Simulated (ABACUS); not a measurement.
MoSe:

```
CELL_PARAMETERS angstrom
0.00000 2.89288 2.89288
2.89288 0.00000 2.89288
2.89288 2.89288 0.00000
ATOMIC_POSITIONS crystal
Mo 0.00000 0.00000 0.00000
Se 0.50000 0.50000 0.50000
```

The cell was built by a generator and needn't be a form met in nature.

```yaml
Program: ABACUS 3.10.1
Task: single point
Functional: PBE
Potentials_or_basis: PseudoDojo NC SR 0.4.1 PBE standard
Cutoff: 1184 eV
Density_cutoff: 4735 eV
Basis: plane waves
k_mesh: 8 × 8 × 8
Occupations: fermi-dirac, width 0.05 eV
Spin: no spin polarisation
```

On this cell: pressure -20.3 GPa; largest force zero by symmetry; band gap on the k mesh none (metal or under the smearing width).

The same run follows on a disturbed copy (atoms moved at random, drawn with an rms of 0.05 Å):

```xyz
2
Lattice="0.0000 2.8929 2.8929 2.8929 0.0000 2.8929 2.8929 2.8929 0.0000" Properties=species:S:1:pos:R:3 pbc="T T T"
Mo    0.0175    0.0337   -0.0363
Se    2.8867    2.8953    2.8735
```

Problem. What changes?

Solution. The energy (extrapolated to zero smearing) moves by -1.4 meV/atom; pressure -20.3 GPa; largest force 0.137 eV/Å; band gap on the k mesh none (metal or under the smearing width).

Forces in eV/Å, atoms in the order of the input:
```
Mo   0.076  0.101 -0.054
Se  -0.076 -0.101  0.054
```

The energy falls, though the first cell shows no forces: that form is unstable against this distortion, unless noise or another electronic state is at work.

Caveats: so large a pressure means that the cell lies far from this level's equilibrium, or that cutoff or potentials fall short (some runs).
